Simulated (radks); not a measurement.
**Hf⁴⁺ in [Xe] 4f14: an all-electron calculation**

Wanted: eigenvalues, radial structure and energy terms of the hafnium ion Hf4+.

The numbers are computed with radks (a radial shooting solver on a logarithmic mesh, Libxc functionals) version 1 (Dirac Kohn-Sham, PBE, spin-unpolarised, spherical densities, finite nucleus), except any that are marked as measured or tabulated.

### Step 1. Starting point

```
element            : hafnium (Z = 72)
charge             : +4
electrons          : 68
configuration      : [Xe] 4f14
nuclear rms radius : 5.347 fm
```

Outer shells as boxes (Hund's rule):

Hf⁴⁺
```
[Xe] core
4f [↑↓][↑↓][↑↓][↑↓][↑↓][↑↓][↑↓]
```

### Step 2. The run

Input:

```text
Z 72
configuration [Xe] 4f14 6s0 5d0
relativity Dirac
functional pbe,pbe
spin unpolarised
j_filling average
nucleus finite rms 5.347 fm
c 137.035999084
```

What does the calculation give?

As calculated:

| quantity | value |
| --- | --- |
| total energy | -15092.7900 hartree |
| exchange-correlation share of it | 2.04 % |
| −T/E | 1.1182 |
| highest occupied level | 4f7/2, -57.045 eV |
| most extended occupied level | 5p3/2, <r> = 1.33 bohr |
| radius at density 0.001 e/bohr³ | 2.88 bohr |
| maxima of the radial density | 4 |
| ionisation energy, NIST | 68.37 (semi-emp.) eV |

What this shows: The radial density shows 4 maxima for 5 occupied principal shells; where shells overlap, one shows as a shoulder or not at all. −T/E is 1.118: with relativity the kinetic term as defined here no longer equals −E. Minus the highest eigenvalue, 57.045 eV, is 83 % of the tabulated ionisation energy (68.37 eV); the potential of a semilocal functional falls off too fast, so its top eigenvalue is too shallow. 
